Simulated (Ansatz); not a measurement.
# BH₂IO (SMILES OBI): one structure at several levels

How do the functionals fare away from a minimum? The structure is a structure displaced at random from a GFN2-xTB minimum.

The runs use Ansatz 0.2.0, Gaussian basis; single points in def2-TZVPP.

Correlated methods freeze the cores. Filled d shells of the heavier atoms are correlated. Core potentials replace the inner electrons past krypton, and spin-orbit coupling is left out. B3LYP uses VWN-RPA correlation.

## 1. Starting geometry

SMILES `OBI`, 5 atoms, charge 0, spin multiplicity 1.

Atoms are counted from 1 here; the program's logs count them from 0.

Bond lengths: O1–B2 1.382 Å, O1–H4 0.868 Å, B2–I3 2.174 Å, B2–H5 1.047 Å. Angles: B2–O1–H4 120.7°, O1–B2–I3 117.5°, O1–B2–H5 117.0°, I3–B2–H5 125.0°.

As a file:

```mol
BH2IO
  3D, bonds by distance, orders not assigned

  5  4  0  0  0  0  0  0  0  0999 V2000
   -0.5308   -0.9008   -0.2623 O   0  0
    0.4723   -0.0356    0.1303 B   0  0
   -0.0134    2.0801    0.2462 I   0  0
   -1.3099   -0.5985   -0.4985 H   0  0
    1.3686   -0.4651    0.4583 H   0  0
  1  2  8  0
  1  4  8  0
  2  3  8  0
  2  5  8  0
M  END
```

## 2. CCSD(T)/def2-TZVPP

File run/in.yaml:

```yaml
crystal:
  periodic: [false, false, false]
  atoms:
    - {symbol: O, position_ang: [-0.530800, -0.900800, -0.262300]}
    - {symbol: B, position_ang: [0.472300, -0.035600, 0.130300]}
    - {symbol: I, position_ang: [-0.013400, 2.080100, 0.246200]}
    - {symbol: H, position_ang: [-1.309900, -0.598500, -0.498500]}
    - {symbol: H, position_ang: [1.368600, -0.465100, 0.458300]}
basis:
  gaussian: {orbitals: def2-TZVPP}
correlation: {method: ccsd_t}
output: {forces: true}
```

The command line of these runs was not kept.

## 3. PBE0-D4/def2-TZVPP

run/in.yaml: that of step 2 with these lines changed.

```diff
@@ -10,3 +10,3 @@
   gaussian: {orbitals: def2-TZVPP}
-correlation: {method: ccsd_t}
-output: {forces: true}
+hamiltonian: {xc: pbe0, dispersion: d4}
+output: {forces: true, orbitals: {seedname: orbitals}}
```

## 4. wB97M-V/def2-TZVPP

run/in.yaml: that of step 3 with these lines changed.

```diff
@@ -10,3 +10,3 @@
   gaussian: {orbitals: def2-TZVPP}
-hamiltonian: {xc: pbe0, dispersion: d4}
-output: {forces: true, orbitals: {seedname: orbitals}}
+hamiltonian: {xc: {name: wB97M-V}}
+output: {forces: true}
```

## 5. r2SCAN-D4/def2-TZVPP

run/in.yaml: that of step 4 with these lines changed.

```diff
@@ -10,3 +10,3 @@
   gaussian: {orbitals: def2-TZVPP}
-hamiltonian: {xc: {name: wB97M-V}}
+hamiltonian: {xc: r2scan, dispersion: d4}
 output: {forces: true}
```

## 6. PBE-D4/def2-TZVPP

run/in.yaml: that of step 5 with these lines changed.

```diff
@@ -10,3 +10,3 @@
   gaussian: {orbitals: def2-TZVPP}
-hamiltonian: {xc: r2scan, dispersion: d4}
+hamiltonian: {xc: pbe, dispersion: d4}
 output: {forces: true}
```

## 7. r2SCANh-D4/def2-TZVPP

run/in.yaml: that of step 6 with these lines changed.

```diff
@@ -10,3 +10,3 @@
   gaussian: {orbitals: def2-TZVPP}
-hamiltonian: {xc: pbe, dispersion: d4}
+hamiltonian: {xc: {name: r2SCANh}, dispersion: d4}
 output: {forces: true}
```

## 8. B3LYP-D4/def2-TZVPP

run/in.yaml: that of step 7 with these lines changed.

```diff
@@ -10,3 +10,3 @@
   gaussian: {orbitals: def2-TZVPP}
-hamiltonian: {xc: {name: r2SCANh}, dispersion: d4}
+hamiltonian: {xc: {name: B3LYP}, dispersion: d4}
 output: {forces: true}
```

(Steps that only read results are left out.)

What does the calculation give? Wanted: energy less free atoms, CCSD(T)/def2-TZVPP; RMS force component; RMS force error; HOMO and LUMO, PBE0-D4; T1 diagnostic.

The runs gave:

| quantity | value |
| --- | --- |
| energy less free atoms, CCSD(T)/def2-TZVPP | -1643.8 kJ/mol |
| RMS force component | 3.314 to 3.459 eV/Å over the methods |
| RMS force error | PBE0-D4 0.151, wB97M-V 0.125, r2SCAN-D4 0.113, PBE-D4 0.180, r2SCANh-D4 0.152, B3LYP-D4 0.170 eV/Å |
| HOMO and LUMO, PBE0-D4 | -7.74 and -1.09 eV |
| T1 diagnostic | 0.012 |

Against CCSD(T) the functionals' energies less atoms differ by -84.1 to -41.9 kJ/mol, PBE-D4 by -84.1 kJ/mol. CCSD(T) in triple zeta still lacks some correlation energy of the bonds, so part of these gaps is its own basis error and they don't rank the functionals. On forces the order runs from r2SCAN-D4 to PBE-D4. Frozen-core CCSD(T) forces in triple zeta carry basis errors of their own, and this is one geometry, so small gaps rank nothing.
